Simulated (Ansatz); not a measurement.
FH₄NSn, SMILES [NH2][SnH2][F], a ladder of methods at one geometry

Computed with Ansatz's Python interface.

`fh4nsn_methods.py`
```python
import logging
import sys

import ansatz as az
from ase import Atoms

logging.basicConfig(stream=sys.stdout, format='[%(levelname)s] %(message)s')
logger = logging.getLogger('calc')
logger.setLevel(logging.INFO)

atoms = Atoms(['N', 'Sn', 'F', 'H', 'H', 'H', 'H'], positions=[
    (-1.0149, 0.127, -0.8274),
    (0.3867, -0.1379, 0.5874),
    (0.362, -2.0033, 1.1017),
    (-0.9168, 1.183, -1.1337),
    (-0.7924, -0.4098, -1.6865),
    (0.0558, 0.882, 1.9836),
    (1.9809, 0.291, -0.0709),
])
geometry = az.Crystal.molecule_from_ase(atoms)

base = (
    geometry.calculation()
    .basis(gaussian='def2-SVP')
    .accuracy('medium')
)

methods = ['mp2', 'ccsd', 'ccsd_t']
batch = az.Session.batch([base.correlation(m).input() for m in methods])
reports = sorted(batch.plan().execute().molecular_reports, key=lambda each: each['member'])
logger.info(f'Hartree-Fock reference {reports[0]["reference_energy_ev"] / 27.211386246:.6f} Ha')
best = reports[-1]['free_energy_ev'] - reports[-1]['reference_energy_ev']
for method, each in zip(methods, reports):
    gained = each['free_energy_ev'] - each['reference_energy_ev']
    logger.info(f'{method:8s} total {each["free_energy_ev"] / 27.211386246:.6f} Ha  correlation {gained:9.4f} eV  ({100 * gained / best:.1f} % of the last)')
```

```console
$ python fh4nsn_methods.py
[INFO] Hartree-Fock reference -369.430069 Ha
[INFO] mp2      total -369.913014 Ha  correlation  -13.1416 eV  (92.6 % of the last)
[INFO] ccsd     total -369.940098 Ha  correlation  -13.8786 eV  (97.8 % of the last)
[INFO] ccsd_t   total -369.951459 Ha  correlation  -14.1877 eV  (100.0 % of the last)
```

Notes:
- These settings explore the input space; basis and method may be short of convergence.
- The geometry is a force-field or estimated start, not a minimum of this method, and the basis set is short of its limit. A lower total doesn't mark the better method: functionals have no common bound, and MP2 and coupled cluster aren't variational.
- def2 sets replace the cores of elements past krypton by effective core potentials.
- Inner cores stay frozen; a filled d shell under the valence of the heavier atoms is correlated with it.
